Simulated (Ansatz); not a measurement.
# C2H8Si (dimethylsilane): BHLYP/def2-SVP

Aim: the electronic atomisation energy of C2H8Si (dimethylsilane) at BHLYP/def2-SVP, from 4 runs. 

The results are computed with Ansatz 0.2.0.

50 further runs of the same task are left out: 50 set aside as unsound or not needed.

## Step 1: The molecule

C2H8Si has 11 atoms, charge 0, and is taken as a singlet. SMILES: `C[SiH2]C`. The shape is that of a PBE0-D4/def2-TZVP optimisation.

Bond lengths: C1–Si2 1.872 Å, Si2–C3 1.872 Å, C1–H4 1.092 Å, C1–H5 1.093 Å, C1–H6 1.093 Å, Si2–H7 1.491 Å, Si2–H8 1.491 Å, C3–H9 1.093 Å, C3–H10 1.092 Å, C3–H11 1.093 Å. Some angles: C1–Si2–C3 111.5°, C1–Si2–H7 109.5°, C1–Si2–H8 109.5°, C3–Si2–H7 109.5°, C3–Si2–H8 109.5°, Si2–C1–H4 111.0°, Si2–C1–H5 110.9°, Si2–C1–H6 110.9°, Si2–C3–H9 110.9°, Si2–C3–H10 111.0°.

## Step 2: A single-point energy at BHLYP/def2-SVP

The input, job.yaml:

```yaml
basis:
  gaussian: {orbitals: def2-SVP}
crystal:
  periodic: [false, false, false]
  atoms:
    - {symbol: C, position_ang: [-1.050200, 0.967200, -0.661200]}
    - {symbol: Si, position_ang: [-0.309200, -0.653200, -0.087600]}
    - {symbol: C, position_ang: [1.346600, -0.392300, 0.745700]}
    - {symbol: H, position_ang: [-2.015800, 0.806900, -1.146100]}
    - {symbol: H, position_ang: [-0.391700, 1.464600, -1.377800]}
    - {symbol: H, position_ang: [-1.204900, 1.644900, 0.182100]}
    - {symbol: H, position_ang: [-0.139900, -1.564200, -1.256100]}
    - {symbol: H, position_ang: [-1.245100, -1.319300, 0.863300]}
    - {symbol: H, position_ang: [2.058200, 0.075200, 0.060400]}
    - {symbol: H, position_ang: [1.772600, -1.342000, 1.077400]}
    - {symbol: H, position_ang: [1.244800, 0.255200, 1.620300]}
output: {orbitals: {seedname: orbitals}}
hamiltonian: {xc: {name: BHLYP}}
accuracy: high
```

On the command line:

```bash
$ ansatz run job.yaml --threads 1 --pin off --max-ram 3480MiB --events-out events.jsonl --progress --plain --runs-dir runs
```

Output:

```text
Warning: RAYON_NUM_THREADS=1 ignored (pool sized by the plan → 1); use --threads N
Functional definition: BHLYP
  name "BHLYP"
  parameter a = 0.5
  exchange = (1 - a)*b88_x + a*exact_x
  correlation = lyp_c
2062 factors; integrals over basis functions are off by at most 3.6e-9 eV
mean field evaluation 1: about -10072.0349 eV, gradient 4.4e1 eV
mean field evaluation 2: about -10073.4350 eV, gradient 3.6e1 eV
mean field evaluation 4: about -10076.6827 eV, gradient 1.4e0 eV
mean field evaluation 8: about -10077.0620 eV, gradient 7.2e-2 eV
mean field evaluation 16: about -10077.0620 eV, gradient 5.5e-6 eV
mean field -10077.06198508 eV, -370.3251974739 hartree, gradient 8.9e-8 eV, S^2 0.000000; 0 other end points of the search recorded, 0 dependent functions left out
reference -10077.06201364 eV, -370.3251985233 hartree; 17, 17 occupied and 69, 69 virtual orbitals, 2062 factors
Total energy: -10077.06201364 eV, -370.3251985233 hartree
```

Wall time 8.4 s (1 thread of Arm Neoverse V2, shared host); peak memory 0.28 GiB.

## Step 3: The C atom at the same level

The input, input.yaml:

```yaml
crystal:
  periodic: [false, false, false]
  atoms:
    - symbol: C
      position_ang: [0.000000, 0.000000, 0.000000]
basis:
  gaussian: {orbitals: def2-SVP}
accuracy: high
magnetization: {spin_polarized: true, initial_magnetization: 2}
hamiltonian: {xc: {name: BHLYP}}
```

Run the same way, it converges to -37.80198 Eh (log not shown).

## Step 4: The H atom at the same level

The input, run.yaml:

```yaml
crystal:
  periodic: [false, false, false]
  atoms:
    - {symbol: H, position_ang: [0.000000, 0.000000, 0.000000]}
basis:
  gaussian:
    orbitals: def2-SVP
magnetization:
  spin_polarized: true
  initial_magnetization: 1
hamiltonian:
  xc: {name: BHLYP}
accuracy: high
```

Run the same way, it converges to -0.49784 Eh (log not shown).

## Step 5: The Si atom

The input, in.yaml:

```yaml
crystal:
  periodic: [false, false, false]
  atoms:
    - {symbol: Si, position_ang: [0.000000, 0.000000, 0.000000]}
basis:
  gaussian:
    orbitals: def2-SVP
magnetization:
  spin_polarized: true
  initial_magnetization: 2
hamiltonian:
  xc: {name: BHLYP}
accuracy: high
```

Run the same way, it converges to -289.27962 Eh (log not shown).

## Step 6: Summary of results

Level: BHLYP/def2-SVP.

| quantity | value |
| --- | --- |
| molecule: total energy | -370.32520 Eh |
| molecule: HOMO energy | -10.06 eV |
| molecule: LUMO energy | 2.34 eV |
| molecule: HOMO–LUMO gap | 12.40 eV |
| C atom: total energy | -37.80198 Eh |
| C atom: ⟨S²⟩ | 2.003 |
| H atom: total energy | -0.49784 Eh |
| H atom: ⟨S²⟩ | 0.750 |
| Si atom: total energy | -289.27962 Eh |
| Si atom: ⟨S²⟩ | 2.004 |
| electronic atomisation energy | 39.699 eV |

In words: Taking the molecule apart into free atoms costs 39.70 eV (915 kcal/mol), before zero-point energy and without spin-orbit coupling.
